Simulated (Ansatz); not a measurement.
# Al5BP6: one candidate of a structure search

The task: take a trial cell of Al5BP6 to zero force and stress, then test the end with a random kick.

Computed with Ansatz 0.2.0 (DFT PBE, scalar-relativistic, plane waves, PAW, unless a step's input says otherwise).

## Step 1: The system as given

Symmetry: P31m, No. 157, trigonal system. The conventional cell has a = 6.536 Å, b = 6.536 Å, c = 6.202 Å, α = 90.00°, β = 90.00°, γ = 120.00°. Al (site symmetry m) is surrounded by 4 P at 2.34 to 2.40 Å. Al (site symmetry 3) is surrounded by 4 P at 2.38 to 2.43 Å. Around B (site symmetry 3m) lie 4 P at 2.03 Å. P (site symmetry m) is surrounded by 1 B at 2.03 Å and 3 Al at 2.40 to 2.43 Å. P (site symmetry 3m) has 1 B at 2.03 Å and 3 Al at 2.35 Å in its first shell of neighbours. P (site symmetry 3) is surrounded by 4 Al at 2.34 to 2.38 Å.

As a file:

```cif
data_structure
_symmetry_space_group_name_H-M 'P 1'
_symmetry_Int_Tables_number 1
_cell_length_a 6.5359
_cell_length_b 6.5359
_cell_length_c 6.2023
_cell_angle_alpha 90.000
_cell_angle_beta 90.000
_cell_angle_gamma 120.000
_cell_volume 229.45
loop_
_atom_site_label
_atom_site_type_symbol
_atom_site_fract_x
_atom_site_fract_y
_atom_site_fract_z
_atom_site_occupancy
Al1 Al 0.68090 0.00000 0.00033 1
Al2 Al 0.31910 0.31910 0.00033 1
Al3 Al 0.00000 0.68090 0.00033 1
Al4 Al 0.66667 0.33333 0.50048 1
Al5 Al 0.33333 0.66667 0.50048 1
B1 B 0.00000 0.00000 0.49825 1
P1 P 0.70836 0.00000 0.38588 1
P2 P 0.29164 0.29164 0.38588 1
P3 P 0.00000 0.70836 0.38588 1
P4 P 0.00000 0.00000 0.82514 1
P5 P 0.66667 0.33333 0.88350 1
P6 P 0.33333 0.66667 0.88350 1
```

The start is the relaxed end of an invented cell (made as: elements ordered on the sites of the AlP type, B/Al on Al (P31m, No. 157)), taken up again for a closer look.

## Step 2: Probe: one point on a coarse mesh

input.yaml

```yaml
crystal:
  lattice:
    - [6.5358541, 0.0, 0.0]
    - [-3.267927, 5.6602157, 0.0]
    - [0.0, 0.0, 6.2022659]
  atoms:
    - { symbol: Al, position: [0.680901, 0.0, 0.000326] }
    - { symbol: Al, position: [0.319099, 0.319099, 0.000326] }
    - { symbol: Al, position: [0.0, 0.680901, 0.000326] }
    - { symbol: Al, position: [0.6666667, 0.3333333, 0.500482] }
    - { symbol: Al, position: [0.3333333, 0.6666667, 0.500482] }
    - { symbol: B, position: [0.0, 0.0, 0.498249] }
    - { symbol: P, position: [0.70836, 0.0, 0.385885] }
    - { symbol: P, position: [0.29164, 0.29164, 0.385885] }
    - { symbol: P, position: [0.0, 0.70836, 0.385885] }
    - { symbol: P, position: [0.0, 0.0, 0.825144] }
    - { symbol: P, position: [0.6666667, 0.3333333, 0.883504] }
    - { symbol: P, position: [0.3333333, 0.6666667, 0.883504] }
basis:
  ecutwfc: 420
kpoints:
  mp_grid: { grid: [3, 3, 4] }
hamiltonian:
  xc: pbe
scf:
  occupations: { method: gaussian, width: 0.1 }
  lower_state_search: "off"
output:
  forces: true
  stress: true
  eigenvalues: true
```

Command:

```bash
$ ansatz run input.yaml --threads 4 --pin off --max-ram 8192MiB --backend cpu --events-out ev --progress --plain --runs-dir out
```

Standard output, shortened:

```text
Warning: RAYON_NUM_THREADS=4 ignored (pool sized by the plan → 4); use --threads N
[...]
Pseudopotentials: kind: paw
Pseudopotential: Al, paw, valence charge 3, recommended cutoff 420 eV (normal), Al.paw.azcp
Pseudopotential: B, paw, valence charge 3, recommended cutoff 420 eV (normal), B.paw.azcp
Pseudopotential: P, paw, valence charge 5, recommended cutoff 420 eV (normal), P.paw.azcp
Functional definition: PBE
[...]
Crystal: 12 atoms, lattice volume = 229.449 Å³
Basis set: ecut = 420 eV, 4461 PW (Γ), exchange–correlation on 90×90×90 points (8 copies of the dense FFT grid, shifted against one another)
Bands: 36, of which v1, the nominal top of the filled ones, is band 24 counted from 1 (23 counted from 0)
Symmetry: 6 space group operations
Space group: P31m (ITA 157), of the structure as read, at distance tolerance 6.1e-5 Å
k-points: 10 of 36 (time reversal used)
[...]
SCF iter   1: F=—  HF=-7383.647722 eV  |F-HF|=—  |Δ(HF+E_count)|=         —  Δρ=1.62e-3  dr2=1.08e-2  ethr=1.77e-3  ⟨swp⟩=10.3  Hψ=2324  notcnv=0  defer=1
[...]
SCF iter   7: F=-7383.649897 eV  HF=-7383.649897 eV  |F-HF|=7.88e-10  |Δ(HF+E_count)|=   7.18e-8  Δρ=1.58e-6  dr2=1.04e-8  ethr=2.08e-10  ⟨swp⟩=10.5  Hψ=1692  notcnv=0
[...]
SCF converged after 7 iterations
Free energy (F): -7383.649897 eV
[...]
E sigma→0 (E₀):  -7383.649897 eV
Fermi energy:    6.351832 eV
[...]
--- Forces (eV/Å), atoms counted from 1 ---
  atom   1  Al    -0.00078259     0.00000000    -0.00123481
  atom   2  Al     0.00039129     0.00067774    -0.00123481
  atom   3  Al     0.00039129    -0.00067774    -0.00123481
  atom   4  Al     0.00000000     0.00000000     0.00065305
  atom   5  Al    -0.00000000    -0.00000000     0.00065305
  atom   6  B      0.00000000    -0.00000000    -0.00105990
  atom   7  P      0.00510750    -0.00000000    -0.00025456
  atom   8  P     -0.00255375    -0.00442322    -0.00025456
[...]
--- Stress (GPa, compression-positive) ---
       -0.018143       0.000000      -0.000000
        0.000000      -0.018143       0.000000
       -0.000000       0.000000      -0.018290
  P = ⅓ Tr σ = -0.0182 GPa (-0.182 kbar)
--- Band table (eV; the first three rows and the last of 10) ---
[...]
```

It took 3.9 s on 4 threads of Arm Neoverse V1, shared host; peak memory 0.49 GiB.

From the probe: pressure 0.0 GPa, largest force 0.01 eV/Å, gap on this mesh 1.43 eV. The coarse relaxation is skipped.

## Step 3: Full relaxation

input.yaml, as its differences from that of step 2:

```diff
@@ -21,3 +21,3 @@
 kpoints:
-  mp_grid: { grid: [3, 3, 4] }
+  mp_grid: { grid: [6, 6, 6] }
 hamiltonian:
@@ -25,4 +25,3 @@
 scf:
-  occupations: { method: gaussian, width: 0.1 }
-  lower_state_search: "off"
+  occupations: { method: gaussian, width: 0.02 }
 output:
@@ -31 +30,6 @@
   eigenvalues: true
+relax:
+  adjacent_minimum: "off"
+  f_tol: 0.01
+  max_steps: 80
+  cell: { stress_tol: 0.05 }
```

Command:

```bash
$ ansatz run input.yaml --threads 4 --pin off --max-ram 8192MiB --backend cpu --events-out ev --progress --plain --runs-dir out
```

Standard output, shortened:

```text
Warning: RAYON_NUM_THREADS=4 ignored (pool sized by the plan → 4); use --threads N
[...]
[... 5 set-up lines as earlier in the session ...]
[...]
Crystal: 12 atoms, lattice volume = 229.449 Å³
Basis set: ecut = 420 eV, 4461 PW (Γ), exchange–correlation on 90×90×90 points (8 copies of the dense FFT grid, shifted against one another)
Bands: 36, of which v1, the nominal top of the filled ones, is band 24 counted from 1 (23 counted from 0)
[... 2 set-up lines as earlier in the session ...]
k-points: 34 of 216 (time reversal used)
[...]
    - [6.535854108066346, -2.886751376418477e-8, 0.0]
    - [-3.267927029033173, 5.6602157074480965, 0.0]
    - [0.0, 0.0, 6.2022659]
  atoms:
    - { symbol: Al, position: [0.6809010000000001, -8.271806125530277e-25, 0.00032600000000000006] }
    - { symbol: Al, position: [0.3190990000000001, 0.319099, 0.00032600000000000006] }
    - { symbol: Al, position: [5.551115123125783e-17, 0.6809010000000001, 0.00032600000000000006] }
    - { symbol: Al, position: [0.6666666666666667, 0.33333333333333337, 0.5004820000000001] }
    - { symbol: Al, position: [0.33333333333333337, 0.6666666666666667, 0.5004820000000001] }
    - { symbol: B, position: [0.0, 0.0, 0.49824900000000005] }
    - { symbol: P, position: [0.70836, -8.271806125530277e-25, 0.385885] }
    - { symbol: P, position: [0.29164, 0.29164, 0.385885] }
    - { symbol: P, position: [0.0, 0.7083600000000001, 0.385885] }
    - { symbol: P, position: [0.0, 0.0, 0.8251440000000001] }
    - { symbol: P, position: [0.6666666666666667, 0.33333333333333337, 0.8835040000000001] }
    - { symbol: P, position: [0.33333333333333337, 0.6666666666666667, 0.8835040000000001] }
```

Run time: 21 s. Hardware: 4 threads of Arm Neoverse V1, shared host; peak memory 0.63 GiB.

The steps of the relaxation:

| step | E - E(step 1) (eV/cell) | largest force component (eV/Å) | pressure (GPa) | volume (Å³) |
| --- | --- | --- | --- | --- |
| 1 | 0.0000 | 0.0035 | 0.00 | 229.45 |
| 2 | 0.0000 | 0.0035 | 0.00 | 229.45 |

Step 1 is the start. Step 2 repeats the geometry before it on a plane-wave basis chosen anew for that cell, so its energy need not be comparable with the rows above.

|  | before | after | change |
| --- | --- | --- | --- |
| a (Å) | 6.536 | 6.536 | 0.0 % |
| b (Å) | 6.536 | 6.536 | 0.0 % |
| c (Å) | 6.202 | 6.202 | 0.0 % |
| volume (Å³/atom) | 19.12 | 19.12 | 0.0 % |
| shortest distance (Å) | 2.027 | 2.027 | 0.0 % |
| space group (0.01 Å) | P31m | P31m | same |

The run keeps the 6 symmetry operations of the start, so it could not have lowered the symmetry.

## Step 4: Kick test: the unmoved cell on a coarse mesh

input.yaml

```yaml
crystal:
  lattice:
    - [0.0, 0.0, 6.2022659]
    - [6.5358541081, -2.89e-08, 0.0]
    - [-3.267927029, 5.6602157074, 0.0]
  atoms:
    - { symbol: Al, position: [0.000326, 0.680901, 1.0] }
    - { symbol: Al, position: [0.000326, 0.319099, 0.319099] }
    - { symbol: Al, position: [0.000326, 0.0, 0.680901] }
    - { symbol: Al, position: [0.500482, 0.6666666667, 0.3333333333] }
    - { symbol: Al, position: [0.500482, 0.3333333333, 0.6666666667] }
    - { symbol: B, position: [0.498249, 0.0, 0.0] }
    - { symbol: P, position: [0.385885, 0.70836, 0.0] }
    - { symbol: P, position: [0.385885, 0.29164, 0.29164] }
    - { symbol: P, position: [0.385885, 0.0, 0.70836] }
    - { symbol: P, position: [0.825144, 0.0, 0.0] }
    - { symbol: P, position: [0.883504, 0.6666666667, 0.3333333333] }
    - { symbol: P, position: [0.883504, 0.3333333333, 0.6666666667] }
basis:
  ecutwfc: 420
kpoints:
  mp_grid: { grid: [2, 3, 3] }
hamiltonian:
  xc: pbe
scf:
  occupations: { method: gaussian, width: 0.1 }
  lower_state_search: "off"
output:
  forces: true
  stress: true
  eigenvalues: true
```

Command:

```bash
$ ansatz run input.yaml --threads 4 --pin off --max-ram 8192MiB --backend cpu --events-out ev --progress --plain --runs-dir out
```

Standard output, shortened:

```text
Warning: RAYON_NUM_THREADS=4 ignored (pool sized by the plan → 4); use --threads N
[...]
[... 5 set-up lines as earlier in the session ...]
[...]
Crystal: 12 atoms, lattice volume = 229.449 Å³
Basis set: ecut = 420 eV, 4461 PW (Γ), exchange–correlation on 90×90×90 points (8 copies of the dense FFT grid, shifted against one another)
Bands: 36, of which v1, the nominal top of the filled ones, is band 24 counted from 1 (23 counted from 0)
[... 2 set-up lines as earlier in the session ...]
k-points: 6 of 18 (time reversal used)
[...]
SCF iter   7: F=-7383.653902 eV  HF=-7383.653902 eV  |F-HF|=8.34e-10  |Δ(HF+E_count)|=   8.31e-8  Δρ=1.49e-6  dr2=1.01e-8  ethr=2.08e-10  ⟨swp⟩=10.7  Hψ=1010  notcnv=0
[...]
SCF converged after 7 iterations
Free energy (F): -7383.653902 eV
[...]
E sigma→0 (E₀):  -7383.653902 eV
Fermi energy:    6.486129 eV
[...]
--- Forces (eV/Å), atoms counted from 1 ---
  atom   1  Al    -0.01294761     0.00000000    -0.00114536
  atom   2  Al     0.00647381     0.01121296    -0.00114536
  atom   3  Al     0.00647381    -0.01121296    -0.00114536
  atom   4  Al     0.00000000     0.00000000    -0.00368416
  atom   5  Al    -0.00000000    -0.00000000    -0.00368416
  atom   6  B     -0.00000000     0.00000000    -0.02064755
  atom   7  P     -0.04475835     0.00000000     0.00332545
  atom   8  P      0.02237918     0.03876187     0.00332545
[...]
--- Stress (GPa, compression-positive) ---
       -0.040153      -0.000000       0.000000
       -0.000000      -0.040153      -0.000000
        0.000000      -0.000000       0.046343
  P = ⅓ Tr σ = -0.0113 GPa (-0.113 kbar)
--- Band table (eV; the first three rows and the last of 6) ---
[...]
```

It took 3.6 s on 4 threads of Arm Neoverse V1, shared host; peak memory 0.46 GiB.

The cell holds 12 atoms.

(Part 1 of 2 ends here.)
